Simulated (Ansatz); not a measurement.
# CH4AlNO: the cost of one run

Computed with Ansatz 0.2.0, driven from Python. Level of theory: B3LYP/def2-SVPD.

### 1 The structure

Bond lengths: N1–C2 1.462 Å, C2–O3 1.285 Å, C2–Al4 1.968 Å, N1–H5 0.979 Å, N1–H6 1.093 Å, Al4–H7 1.623 Å, Al4–H8 1.566 Å. Angles: N1–C2–O3 123.1°, N1–C2–Al4 116.7°, O3–C2–Al4 120.2°, C2–N1–H5 122.1°, C2–N1–H6 114.7°, H5–N1–H6 123.2°, C2–Al4–H7 117.7°, C2–Al4–H8 121.8°, H7–Al4–H8 120.3°.

The script holds or builds the structure itself.

### 2 The code

Contents of energy_ch4alno.py:

```python
"""Electronic structure of the CH4AlNO molecule."""

import ansatz as az

SETTINGS = {
    "basis": "def2-SVPD",
    "xc": "B3LYP",
}

GEOMETRY = """
N     0.54170    0.74070    1.14890
C    -0.40140    0.54490    0.04860
O    -1.34550    1.37440   -0.22170
Al   -0.13940   -1.05580   -1.06670
H     1.25750    0.10040    1.34120
H     0.39100    1.65910    1.72260
H    -1.19290   -1.31560   -2.27350
H     0.98110   -2.10510   -0.75530
"""

mol = az.Crystal.molecule()
for line in GEOMETRY.strip().splitlines():
    symbol, *xyz = line.split()
    mol = mol.atom(symbol, [float(v) for v in xyz])

calculation = mol.calculation().basis(gaussian=SETTINGS["basis"]).functional(SETTINGS["xc"])
result = calculation.run()
summary = result.report

print("reference energy %16.6f eV" % summary["reference_energy_ev"])
print("total energy     %16.6f eV" % summary["free_energy_ev"])
print("occupied orbitals outside the frozen core (up, down):", summary["n_occupied"], " frozen:", summary["n_frozen"], " virtual:", summary["n_virtual"])
```

### 3 What the engine is handed

The engine receives this input:

```yaml
crystal:
  periodic: [false, false, false]
  atoms:
    - { symbol: "N", position_ang: [0.5417, 0.7407, 1.1489] }
    - { symbol: C, position_ang: [-0.4014, 0.5449, 0.0486] }
    - { symbol: O, position_ang: [-1.3455, 1.3744, -0.2217] }
    - { symbol: Al, position_ang: [-0.1394, -1.0558, -1.0667] }
    - { symbol: H, position_ang: [1.2575, 0.1004, 1.3412] }
    - { symbol: H, position_ang: [0.391, 1.6591, 1.7226] }
    - { symbol: H, position_ang: [-1.1929, -1.3156, -2.2735] }
    - { symbol: H, position_ang: [0.9811, -2.1051, -0.7553] }
basis:
  gaussian:
    orbitals: def2-SVPD
hamiltonian:
  xc: b3lyp
```

### 4 Launch

Run with:

```
python energy_ch4alno.py
```

Q: Estimate wall time and peak memory on 1 thread of Intel Xeon Platinum 8259CL at 2.50GHz (Skylake/Cascade Lake), shared host.

About 4.3 s, with a peak of 0.28 GiB.
